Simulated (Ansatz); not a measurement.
# SbO6: the cost of one run

Method: DFT PBE, scalar-relativistic, plane waves, PAW, in Ansatz 0.2.0.

### Step 1. The system as given

The structure is cubic, space group Im-3m (No. 229). Conventional cell: a = 5.578 Å, b = 5.578 Å, c = 5.578 Å, α = 90.00°, β = 90.00°, γ = 90.00°. Sb (site symmetry m-3m) has 24 O at 3.12 Å as nearest neighbours. O (site symmetry -4m2) has 4 O at 1.97 Å as nearest neighbours.

Structure file:

```
Sb O
1.0
    -2.78906    2.78906    2.78906
     2.78906   -2.78906    2.78906
     2.78906    2.78906   -2.78906
Sb O
1 6
Direct
  0.00000 0.00000 0.00000
  0.50000 0.75000 0.25000
  0.50000 0.25000 0.75000
  0.25000 0.50000 0.75000
  0.75000 0.50000 0.25000
  0.75000 0.25000 0.50000
  0.25000 0.75000 0.50000
```

Recipe of the guess: random cell by space group and Wyckoff sites (Im-3m, No. 229). Its size is a rough estimate.

### Step 2. The guess as it stands, on a coarse mesh

File input.yaml:

```yaml
crystal:
  lattice:
    - [-2.78906061, 2.78906061, 2.78906061]
    - [2.78906061, -2.78906061, 2.78906061]
    - [2.78906061, 2.78906061, -2.78906061]
  atoms:
    - { symbol: Sb, position: [0.0, 0.0, 0.0] }
    - { symbol: O, position: [0.5, 0.75, 0.25] }
    - { symbol: O, position: [0.5, 0.25, 0.75] }
    - { symbol: O, position: [0.25, 0.5, 0.75] }
    - { symbol: O, position: [0.75, 0.5, 0.25] }
    - { symbol: O, position: [0.75, 0.25, 0.5] }
    - { symbol: O, position: [0.25, 0.75, 0.5] }
basis:
  ecutwfc: 420
kpoints:
  mp_grid: { grid: [4, 4, 4] }
hamiltonian:
  xc: pbe
scf:
  occupations: { method: gaussian, width: 0.1 }
  lower_state_search: "off"
output:
  forces: true
  stress: true
  eigenvalues: true
```

Started as:

```sh
ansatz run input.yaml --threads 1 --pin off --max-ram 2048MiB --backend cpu --events-out ev --progress --plain --runs-dir out
```

**Question.** How long does this run take on 1 thread of Arm Neoverse V2, shared host, and how much memory does it need?

About 1.4 s, with a peak of 0.32 GiB.
